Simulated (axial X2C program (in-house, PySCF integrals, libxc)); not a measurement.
**InRb: EOM-EE-CCSD levels**

Wanted for InRb: EOM-EE-CCSD levels, at the two-component level.

Method: two-component X2C with atomic mean-field terms, In dyall-acv3z, Rb dyall-acv3z; program: an in-house X2C program for linear molecules on PySCF integrals.

All values are calculated.

### Step 1. Set-up

Input file task.json:

```json
{
 "zs": [
  49,
  37
 ],
 "q": 0,
 "bas": [
  "dyall-acv3z",
  "dyall-acv3z"
 ],
 "r0": 3.52,
 "eom": "ee",
 "thr": -1.0,
 "nmax": 88
}
```

Keys: zs atomic numbers; q charge; bas basis sets; r0 starting distance in Å; eom kind of EOM run; thr threshold in hartree for freezing inner shells (an s shell follows its p shell); nmax most natural virtual spinors.

On the command line:

```console
python soeom.py task.json out
```

Further steps of the session: EOM-EE-CCSD at 3.859 Å.

Before running it: what results should come out? Wanted: next root led by one particle; T1 of the reference.

**Answer**, as computed:

| quantity | value |
| --- | --- |
| lowest root at 3.859 Å | Ω = 0⁻, 0.230 eV |
| next root led by one particle | Ω = 1, about 740 cm⁻¹ higher |
| T1 of the reference | 0.045 |

What this shows: The lowest root lies 0.23 eV above the closed-shell reference. Errors of 0.1 to 0.3 eV are usual at this size, and roots led by higher excitations are left out, so the list is incomplete, and low states of that kind can be missing. T1 or the largest double amplitude of the reference is raised, which lowers the reliability.
